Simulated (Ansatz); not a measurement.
# CH5GaO3: basis-set convergence

The task here is to estimate one member of a computed series from the others.

Method: one geometry, several basis sets; program: Ansatz 0.2.0, Gaussian basis.

The runs, in order: PBE0-D4/def2-SVP; ωB97M-V/def2-SVP; PBE0-D4/def2-QZVPP; ωB97M-V/def2-QZVPP; the functionals' def2-TZVPP values are taken from earlier runs.

## The geometry

All runs share one geometry, relaxed beforehand with PBE0-D4 in a triple-zeta def2 set.

SMILES `C[O][Ga]([OH])[OH]`, 10 atoms, charge 0, spin multiplicity 1.

Atoms are counted from 1 here; the program's logs count them from 0.

Bond lengths: C1–O2 1.410 Å, C1–H6 1.095 Å, C1–H7 1.095 Å, C1–H8 1.096 Å, O2–Ga3 1.761 Å, Ga3–O4 1.783 Å, Ga3–O5 1.774 Å, O4–H9 0.959 Å, O5–H10 0.959 Å. Angles: O2–C1–H6 109.4°, O2–C1–H7 109.5°, O2–C1–H8 113.4°, H6–C1–H7 108.1°, H6–C1–H8 108.1°, H7–C1–H8 108.1°, C1–O2–Ga3 122.0°, O2–Ga3–O4 117.5°, O2–Ga3–O5 117.5°, O4–Ga3–O5 125.1°, Ga3–O4–H9 115.0°, Ga3–O5–H10 114.3°.

The first run:

The input, in.yaml:

```yaml
crystal:
  periodic: [false, false, false]
  atoms:
    - {symbol: C, position_ang: [0.148763, -1.875642, 0.207028]}
    - {symbol: O, position_ang: [0.700348, -0.807288, -0.530392]}
    - {symbol: Ga, position_ang: [0.162725, 0.855363, -0.310441]}
    - {symbol: O, position_ang: [-1.116044, 1.152929, 0.895880]}
    - {symbol: O, position_ang: [0.936205, 2.104222, -1.305182]}
    - {symbol: H, position_ang: [0.944731, -2.386632, 0.758598]}
    - {symbol: H, position_ang: [-0.307287, -2.597015, -0.479098]}
    - {symbol: H, position_ang: [-0.615145, -1.558705, 0.925693]}
    - {symbol: H, position_ang: [-1.380870, 2.069590, 0.988586]}
    - {symbol: H, position_ang: [0.609774, 2.991976, -1.147673]}
basis:
  gaussian: {orbitals: def2-SVP}
hamiltonian: {xc: pbe0, dispersion: d4}
output: {orbitals: {seedname: orbitals}}
```

Launch:

```console
$ ansatz run in.yaml --threads 4 --pin off --events-out ev --progress --plain --max-ram 10444MiB
```

Steps of the session up to this table: PBE0-D4 in def2-SVP; ωB97M-V in def2-SVP; PBE0-D4 in def2-QZVPP; ωB97M-V in def2-QZVPP.

One of the session's tables, all rows but one given; the rest of the session is left out.

It belongs to the step «Functionals by basis». 

| functional | basis | HOMO (eV) |
| --- | --- | --- |
| PBE0-D4 | def2-SVP | -7.71 |
| PBE0-D4 | def2-TZVPP | -7.91 |
| PBE0-D4 | def2-QZVPP | -7.96 |
| ωB97M-V | def2-SVP | -10.10 |
| ωB97M-V | def2-TZVPP | -10.33 |
| ωB97M-V | def2-QZVPP | ? |

Estimate the missing values for ωB97M-V, def2-QZVPP.

The run gave: HOMO (eV): -10.39. In the column «HOMO (eV)» it is the lowest.
